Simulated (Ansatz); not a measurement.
# Ga2SnSe2: the cost of one run

Computed with Ansatz 0.2.0 (DFT PBE, scalar-relativistic, plane waves, PAW, unless a step's input says otherwise).

## Step 1: Starting point

It takes space group P-3m1 (No. 164, trigonal). The conventional cell has a = 4.071 Å, b = 4.071 Å, c = 8.141 Å, α = 90.00°, β = 90.00°, γ = 120.00°. Around Ga (site symmetry 3m) lie 3 Sn at 2.37 Å and 3 Ga at 2.41 Å. Around Sn (site symmetry -3m) lie 2 Se at 2.15 Å and 6 Ga at 2.37 Å. Se (site symmetry 3m) has 1 Sn at 2.15 Å in its first shell of neighbours.

Structure file:

```cif
data_structure
_symmetry_space_group_name_H-M 'P-3m1'
_symmetry_Int_Tables_number 164
_cell_length_a 4.0708
_cell_length_b 4.0708
_cell_length_c 8.1411
_cell_angle_alpha 90.000
_cell_angle_beta 90.000
_cell_angle_gamma 120.000
_cell_volume 116.84
loop_
_atom_site_label
_atom_site_type_symbol
_atom_site_symmetry_multiplicity
_atom_site_Wyckoff_symbol
_atom_site_fract_x
_atom_site_fract_y
_atom_site_fract_z
_atom_site_occupancy
Ga1 Ga 2 d 0.33333 0.66667 0.03295 1
Sn1 Sn 1 a 0.00000 0.00000 0.00000 1
Se1 Se 2 c 0.00000 0.00000 0.73545 1
```

A structure generator made this guess: random cell by space group and Wyckoff sites (P-3m1, No. 164). Lengths come from tabulated atomic sizes and are only a guess.

## Step 2: The guess as it stands, on a coarse mesh

input.yaml reads:

```yaml
crystal:
  lattice:
    - [4.07083072, 0.0, 0.0]
    - [-2.03541536, 3.52544282, 0.0]
    - [0.0, 0.0, 8.14111677]
  atoms:
    - { symbol: Ga, position: [0.33333333, 0.66666667, 0.03294783] }
    - { symbol: Ga, position: [0.66666667, 0.33333333, 0.96705217] }
    - { symbol: Sn, position: [0.0, 0.0, 0.0] }
    - { symbol: Se, position: [0.0, 0.0, 0.73544993] }
    - { symbol: Se, position: [0.0, 0.0, 0.26455007] }
basis:
  ecutwfc: 420
kpoints:
  mp_grid: { grid: [6, 6, 2] }
hamiltonian:
  xc: pbe
scf:
  occupations: { method: gaussian, width: 0.1 }
  lower_state_search: "off"
output:
  forces: true
  stress: true
  eigenvalues: true
```

Started as:

```
$ ansatz run input.yaml --threads 1 --pin off --max-ram 2560MiB --backend cpu --events-out ev --progress --plain --runs-dir out
```

Q: Estimate wall time and peak memory on 1 thread of AMD EPYC (Zen 3), shared host.

About 9.1 s, with a peak of 0.44 GiB.
